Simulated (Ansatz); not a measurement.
Molecular dynamics of NaCl

Input file:

```yaml
accuracy: low
crystal:
  lattice:
    - [7.957355, 0.0, 0.0]
    - [0.0, 5.6267, 0.0]
    - [0.0, 0.0, 22.946694]
  atoms:
    - { symbol: Na, position: [0.0, 0.0, 0.04357927] }
    - { symbol: Cl, position: [0.25, 0.0, 0.12655369] }
    - { symbol: Na, position: [0.75, 0.5, 0.12594191] }
    - { symbol: Cl, position: [0.5, 0.5, 0.04357927] }
    - { symbol: Na, position: [0.25, 0.5, 0.12594191] }
    - { symbol: Cl, position: [0.0, 0.5, 0.04357927] }
    - { symbol: Na, position: [0.5, 0.0, 0.04357927] }
    - { symbol: Cl, position: [0.75, 0.0, 0.12655369] }
    - { symbol: Na, position: [0.5, 0.0, 0.21713846] }
    - { symbol: Cl, position: [0.75, 0.0, 0.30553598] }
    - { symbol: Na, position: [0.25, 0.5, 0.30297117] }
    - { symbol: Cl, position: [0.0, 0.5, 0.21654158] }
    - { symbol: Na, position: [0.75, 0.5, 0.30297117] }
    - { symbol: Cl, position: [0.5, 0.5, 0.21654158] }
    - { symbol: Na, position: [0.0, 0.0, 0.21713846] }
    - { symbol: Cl, position: [0.25, 0.0, 0.30553598] }
    - { symbol: Na, position: [0.0, 0.0, 0.39750415] }
    - { symbol: Cl, position: [0.25, 0.0, 0.4822178] }
    - { symbol: Na, position: [0.75, 0.5, 0.47277184] }
    - { symbol: Cl, position: [0.5, 0.5, 0.39289668] }
    - { symbol: Na, position: [0.25, 0.5, 0.47277184] }
    - { symbol: Cl, position: [0.0, 0.5, 0.39289668] }
    - { symbol: Na, position: [0.5, 0.0, 0.39750415] }
    - { symbol: Cl, position: [0.75, 0.0, 0.4822178] }
basis:
  ecutwfc: 420.0
kpoints:
  mp_grid: { grid: [1, 2, 1] }
hamiltonian:
  xc: pbe
scf:
  occupations: { method: fermi_dirac, width: 0.05 }
  lower_state_search: "off"
md:
  timestep: 2
  n_steps: 110
  ensemble: nvt_langevin
  temperature: 700.0
  initial_velocities: maxwell_boltzmann
  seed: 445907
  friction: 0.01
  constraints: [{ sites: [0, 3, 5, 6] }]
```

Command:

```bash
$ ansatz run input.yaml --threads 2 --pin off --max-ram 5120MiB --backend cpu --events-out ev --progress --plain --runs-dir out
```

It starts from a relaxed structure.

Output, in part (step lines):

```
md step     0: t =     0.00 fs  T =   700.0 K  F+E_penalty+E_count = -30832.28092499 eV  E_kin = 1.809640 eV  (7 SCF iters)
md step     1: t =     2.00 fs  T =   739.2 K  F+E_penalty+E_count = -30832.27521774 eV  E_kin = 1.911004 eV  (6 SCF iters)
md step     2: t =     4.00 fs  T =   690.4 K  F+E_penalty+E_count = -30832.25846534 eV  E_kin = 1.784706 eV  (6 SCF iters)
md step     3: t =     6.00 fs  T =   656.7 K  F+E_penalty+E_count = -30832.23182589 eV  E_kin = 1.697818 eV  (6 SCF iters)
md step     4: t =     8.00 fs  T =   650.9 K  F+E_penalty+E_count = -30832.19625959 eV  E_kin = 1.682657 eV  (6 SCF iters)
md step     5: t =    10.00 fs  T =   660.1 K  F+E_penalty+E_count = -30832.15177796 eV  E_kin = 1.706524 eV  (4 SCF iters)
md step     6: t =    12.00 fs  T =   664.7 K  F+E_penalty+E_count = -30832.09833146 eV  E_kin = 1.718373 eV  (4 SCF iters)
md step     7: t =    14.00 fs  T =   630.5 K  F+E_penalty+E_count = -30832.03764343 eV  E_kin = 1.630057 eV  (4 SCF iters)
[... lines left out ...]
md step   110: t =   220.00 fs  T =   755.4 K  F+E_penalty+E_count = -30830.77005315 eV  E_kin = 1.952813 eV  (6 SCF iters)
```

The steps, from the saved trajectory:

```tsv
time (fs)	T (K)	potential energy less start (eV)
0.0	700	0.000
6.0	657	0.049
12.0	665	0.183
18.0	669	0.387
24.0	616	0.653
30.0	511	0.939
36.0	387	1.184
42.0	333	1.356
48.0	402	1.397
54.0	446	1.371
60.0	496	1.340
66.0	512	1.322
72.0	526	1.314
78.0	503	1.343
84.0	454	1.362
90.0	512	1.390
96.0	469	1.422
102.0	526	1.477
108.0	523	1.567
114.0	529	1.650
120.0	631	1.718
126.0	625	1.783
132.0	560	1.806
138.0	694	1.757
144.0	737	1.642
150.0	834	1.506
156.0	826	1.431
162.0	832	1.421
168.0	686	1.487
174.0	644	1.596
180.0	503	1.709
186.0	533	1.784
192.0	530	1.780
198.0	680	1.734
204.0	666	1.681
210.0	728	1.600
216.0	704	1.538
```

The run went to its last step. A run of 0.22 ps of so small a system gives no equilibrium averages. Limits of this set-up: coarse k mesh, slab without dipole correction, low accuracy level.

Mean squared displacements from the first frame to the last: Na 0.16 Å², Cl 0.19 Å².

Last frame:

```xyz
24
Lattice="7.9574 0.0000 0.0000 0.0000 5.6267 0.0000 0.0000 0.0000 22.9467" Properties=species:S:1:pos:R:3
Na 0.000 0.000 1.000
Cl 2.166 0.101 3.009
Na 5.951 2.853 2.658
Cl 3.979 2.813 1.000
Na 2.187 2.963 2.927
Cl 0.000 2.813 1.000
Na 3.979 0.000 1.000
Cl 5.904 -0.240 2.707
Na 3.912 0.228 5.127
Cl 5.949 -0.207 6.832
Na 2.288 2.870 6.964
Cl 0.216 2.880 5.120
Na 6.238 2.958 6.875
Cl 3.899 3.165 5.027
Na -0.060 -0.027 5.064
Cl 2.017 0.068 7.101
Na 0.695 -0.198 9.490
Cl 2.453 -0.172 11.711
Na 6.321 2.724 11.273
Cl 4.638 2.918 9.062
Na 2.267 2.941 11.335
Cl 0.220 2.446 9.229
Na 4.308 0.192 9.337
Cl 6.285 -0.102 11.648
```

The run took 10 min on 2 threads of Arm Neoverse V2 (shared host), peak memory 1.5 GiB.
